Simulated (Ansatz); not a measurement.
# SnTe: the cost of one run

Program: Ansatz 0.2.0. Level of theory: DFT PBEsol, all-electron LAPW, scalar-relativistic unless said. These are calculated values, not measurements.

The COD entry's cell or inner coordinates are ideal or old and differ from later refinements, so a difference from it is no clean test against experiment.

### Step 1. The starting structure

Symmetry: Fm-3m, No. 225, cubic system. Conventional cell: a = 6.288 Å, b = 6.288 Å, c = 6.288 Å, α = 90.00°, β = 90.00°, γ = 90.00°. Sn (site symmetry m-3m) has 6 Te at 3.14 Å as nearest neighbours. Te (site symmetry m-3m) has 6 Sn at 3.14 Å as nearest neighbours.

Coordinates:

```cif
data_structure
_symmetry_space_group_name_H-M 'Fm-3m'
_symmetry_Int_Tables_number 225
_cell_length_a 6.2885
_cell_length_b 6.2885
_cell_length_c 6.2885
_cell_angle_alpha 90.000
_cell_angle_beta 90.000
_cell_angle_gamma 90.000
_cell_volume 248.68
loop_
_atom_site_label
_atom_site_type_symbol
_atom_site_symmetry_multiplicity
_atom_site_Wyckoff_symbol
_atom_site_fract_x
_atom_site_fract_y
_atom_site_fract_z
_atom_site_occupancy
Sn1 Sn 4 a 0.00000 0.00000 0.00000 1
Te1 Te 4 b 0.00000 0.50000 0.00000 1
```

Cartesian axes are those of the input's lattice vectors. The structure goes back to a database entry.

### Step 2. Reference run, fine mesh, LAPW

input.yaml reads:

```yaml
crystal:
  lattice:
    - [3.1442354006, 3.1442354006, 0.0]
    - [-3.1442354006, 3.1442354006, 0.0]
    - [0.0, 3.1442354006, 3.1442354006]
  atoms:
    - { symbol: Sn, position: [0.0, 0.0, 0.0] }
    - { symbol: Te, position: [0.5, 0.5, 0.0] }
kpoints:
  mp_grid: { grid: [10, 10, 10] }
scf:
  occupations: { method: fermi_dirac, width: 0.01 }
hamiltonian:
  xc: pbesol
  pseudopotentials: { kind: all_electron, lapw: { basis_error: 0.001 } }
magnetization:
  noncollinear: true
  spin_orbit: true
output:
  forces: true
  stress: true
  eigenvalues: true
  eigenstates:
    nscf_kmesh: { grid: [10, 10, 10] }
    de_dk: true
    e_range: [-9, 10.15969032681]
checkpoint:
  write: ck
  write_wavefunctions: false
```

Run with:

```sh
> ansatz run input.yaml --threads 1 --pin off --max-ram 3072MiB --backend cpu --events-out ev --progress --plain --runs-dir out
```

Q: Estimate wall time and peak memory on 1 thread of Intel Xeon 6975P-C (Granite Rapids), shared host.

About 65 s, with a peak of 0.57 GiB.
